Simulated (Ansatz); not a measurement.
# C2H3GaNO radical: one species, many methods

The task here is to estimate one member of a computed series from the others.

Method: functionals in def2-TZVPP, the program's frozen cores in correlated methods; program: Ansatz 0.2.0, Gaussian basis.

Levels to be run: LDA (SPW92), PBE-D4, revPBE-D4, BLYP-D4, r2SCAN-D4, B97M-V, PBE0-D4, B3LYP-D4, r2SCANh-D4, r2SCAN0-D4, HSE06-D4, BHLYP-D4, CAM-B3LYP-D4, LC-ωPBE, ωB97X-V, ωB97M-V, B2PLYP, PBE-QIDH; CCSD(T)/def2-SVP; CCSD(T)/def2-TZVPP; MP2/def2-QZVPP; extrapolation to the limit; RPA on PBE.

## The relaxed structure

All runs share one geometry, relaxed beforehand with PBE0-D4 in a triple-zeta def2 set.

SMILES `[CH3][Ga][N]=C=O`, 8 atoms, charge 0, spin multiplicity 2.

Atoms are counted from 1 here; the program's logs count them from 0.

Bond lengths: C1–Ga2 1.993 Å, C1–H6 1.092 Å, C1–H7 1.092 Å, C1–H8 1.088 Å, Ga2–N3 1.871 Å, N3–C4 1.202 Å, C4–O5 1.168 Å. Angles: Ga2–C1–H6 107.4°, Ga2–C1–H7 107.4°, Ga2–C1–H8 112.1°, H6–C1–H7 109.1°, H6–C1–H8 110.3°, H7–C1–H8 110.3°, C1–Ga2–N3 112.9°, Ga2–N3–C4 143.3°, N3–C4–O5 177.4°.

Set-up of the first run:

Contents of in.yaml:

```yaml
crystal:
  periodic: [false, false, false]
  atoms:
    - {symbol: C, position_ang: [-1.277910, -0.932832, 0.768081]}
    - {symbol: Ga, position_ang: [0.663214, -0.606335, 0.454246]}
    - {symbol: N, position_ang: [0.982855, 0.840269, -0.688488]}
    - {symbol: C, position_ang: [1.854991, 1.480186, -1.213228]}
    - {symbol: O, position_ang: [2.664672, 2.132134, -1.746528]}
    - {symbol: H, position_ang: [-1.698389, -0.020037, 1.196414]}
    - {symbol: H, position_ang: [-1.740377, -1.117509, -0.204254]}
    - {symbol: H, position_ang: [-1.449067, -1.775886, 1.433778]}
basis:
  gaussian: {orbitals: def2-TZVPP}
magnetization: {spin_polarized: true, initial_magnetization: 1}
hamiltonian: {xc: lda}
output: {orbitals: {seedname: orbitals}}
```

Started as:

```sh
> ansatz run in.yaml --threads 4 --pin off --events-out ev --progress --plain --max-ram 10444MiB
```

Among the steps run: LDA; PBE-D4 (GGA); revPBE-D4 (GGA); BLYP-D4 (GGA); r2SCAN-D4 (meta-GGA); B97M-V (meta-GGA); PBE0-D4 (hybrid); B3LYP-D4 (hybrid); r2SCANh-D4 (hybrid); r2SCAN0-D4 (hybrid); HSE06-D4 (hybrid); BHLYP-D4 (hybrid); CAM-B3LYP-D4 (range-separated); LC-ωPBE (range-separated); ωB97X-V (range-separated); ωB97M-V (range-separated); B2PLYP (double hybrid); PBE-QIDH (double hybrid).

One table of the session follows, with a row left open; its other results are not shown here.

It belongs to the step «Frontier levels by functional». 

```
  functional  HOMO (eV)  LUMO (eV)  gap (eV)
 LDA (SPW92)      -4.97      -4.13      0.84
      PBE-D4      -4.88      -3.77      1.11
   revPBE-D4      -4.84      -3.63      1.21
     BLYP-D4      -4.70      -3.82      0.89
   r2SCAN-D4          ?          ?         ?
      B97M-V      -5.00      -3.94      1.07
     PBE0-D4      -5.96      -2.90      3.06
    B3LYP-D4      -5.72      -3.32      2.40
  r2SCANh-D4      -5.62      -3.10      2.53
  r2SCAN0-D4      -6.22      -2.66      3.56
    HSE06-D4      -5.56      -3.27      2.29
    BHLYP-D4      -6.86      -2.18      4.68
CAM-B3LYP-D4      -7.17      -2.09      5.08
     LC-ωPBE      -8.52      -0.66      7.87
     ωB97X-V      -8.03      -1.08      6.95
     ωB97M-V      -7.92      -1.26      6.66
```

Q: Estimate the row for r2SCAN-D4 from the others.

Worked estimate for «HOMO (eV)». Against the share of exact exchange, r2SCANh-D4 (0.1, -5.62), r2SCAN0-D4 (0.25, -6.22) give a slope of -4.00 per unit share; at 0 the line stands at -5.22.

**Answer.** HOMO (eV): -5.23; LUMO (eV): -3.40; gap (eV): 1.83. In «HOMO (eV)» the line misses by +0.01.
